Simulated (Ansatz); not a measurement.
**ClH₃NOSi radical: up Jacob's ladder to CCSD(T)**

The task here is to estimate one member of a computed series from the others.

Method: functionals in def2-TZVPP, the program's frozen cores in correlated methods; program: Ansatz 0.2.0, Gaussian basis.

The runs, in order: LDA (SPW92), PBE-D4, revPBE-D4, BLYP-D4, r2SCAN-D4, B97M-V, PBE0-D4, B3LYP-D4, r2SCANh-D4, r2SCAN0-D4, HSE06-D4, BHLYP-D4, CAM-B3LYP-D4, LC-ωPBE, ωB97X-V, ωB97M-V, B2PLYP, PBE-QIDH; CCSD(T)/def2-SVP; CCSD(T)/def2-TZVPP; MP2/def2-QZVPP; extrapolation to the limit; RPA on PBE.

## The relaxed structure

All runs share one geometry, relaxed beforehand with PBE0-D4 in a triple-zeta def2 set.

SMILES `[NH][SiH](O)Cl`, 7 atoms, charge 0, spin multiplicity 2.

Atoms are counted from 1 here; the program's logs count them from 0.

Bond lengths: N1–Si2 1.738 Å, N1–H5 1.021 Å, Si2–O3 1.624 Å, Si2–Cl4 2.056 Å, Si2–H6 1.475 Å, O3–H7 0.960 Å. Angles: Si2–N1–H5 114.8°, N1–Si2–O3 110.0°, N1–Si2–Cl4 103.5°, N1–Si2–H6 116.4°, O3–Si2–Cl4 112.0°, O3–Si2–H6 106.1°, Cl4–Si2–H6 109.1°, Si2–O3–H7 118.0°.

The first run:

in.yaml

```yaml
crystal:
  periodic: [false, false, false]
  atoms:
    - {symbol: N, position_ang: [-0.309949, 1.111543, -0.879081]}
    - {symbol: Si, position_ang: [-0.073874, -0.114301, 0.330393]}
    - {symbol: O, position_ang: [1.465580, -0.630325, 0.304762]}
    - {symbol: Cl, position_ang: [-1.389962, -1.593903, -0.220970]}
    - {symbol: H, position_ang: [-1.151480, 1.677261, -0.756252]}
    - {symbol: H, position_ang: [-0.348599, 0.280217, 1.724670]}
    - {symbol: H, position_ang: [1.869583, -0.798392, -0.549221]}
basis:
  gaussian: {orbitals: def2-TZVPP}
magnetization: {spin_polarized: true, initial_magnetization: 1}
hamiltonian: {xc: lda}
output: {orbitals: {seedname: orbitals}}
```

Steps of the session up to this table: LDA; PBE-D4 (GGA); revPBE-D4 (GGA); BLYP-D4 (GGA); r2SCAN-D4 (meta-GGA); B97M-V (meta-GGA); PBE0-D4 (hybrid); B3LYP-D4 (hybrid); r2SCANh-D4 (hybrid); r2SCAN0-D4 (hybrid); HSE06-D4 (hybrid); BHLYP-D4 (hybrid); CAM-B3LYP-D4 (range-separated); LC-ωPBE-D4 (range-separated; the results give it without D4); ωB97X-V (range-separated); ωB97M-V (range-separated); B2PLYP (double hybrid); PBE-QIDH (double hybrid).

One of the session's tables, all rows but one given; the rest of the session is left out.

It belongs to the step «Orbital energies across the functionals». 

```
  functional  HOMO (eV)  LUMO (eV)  gap (eV)
 LDA (SPW92)      -6.89      -5.85      1.04
      PBE-D4      -6.84      -5.25      1.59
   revPBE-D4      -6.79      -5.09      1.70
     BLYP-D4      -6.73      -5.21      1.52
   r2SCAN-D4      -7.20      -4.61      2.59
      B97M-V          ?          ?         ?
     PBE0-D4      -8.35      -3.77      4.58
    B3LYP-D4      -8.11      -4.25      3.86
  r2SCANh-D4      -7.76      -4.10      3.66
  r2SCAN0-D4      -8.59      -3.33      5.26
    HSE06-D4      -7.94      -4.17      3.77
    BHLYP-D4      -9.76      -2.35      7.41
CAM-B3LYP-D4      -9.82      -2.68      7.14
     LC-ωPBE     -11.26      -1.16     10.09
     ωB97X-V     -10.86      -1.62      9.24
     ωB97M-V     -10.69      -1.70      8.99
```

Estimate the missing values for B97M-V.

As computed: HOMO (eV): -7.30; LUMO (eV): -4.73; gap (eV): 2.58. In the column «HOMO (eV)» it lies between r2SCANh-D4 (-7.76) and r2SCAN-D4 (-7.20).
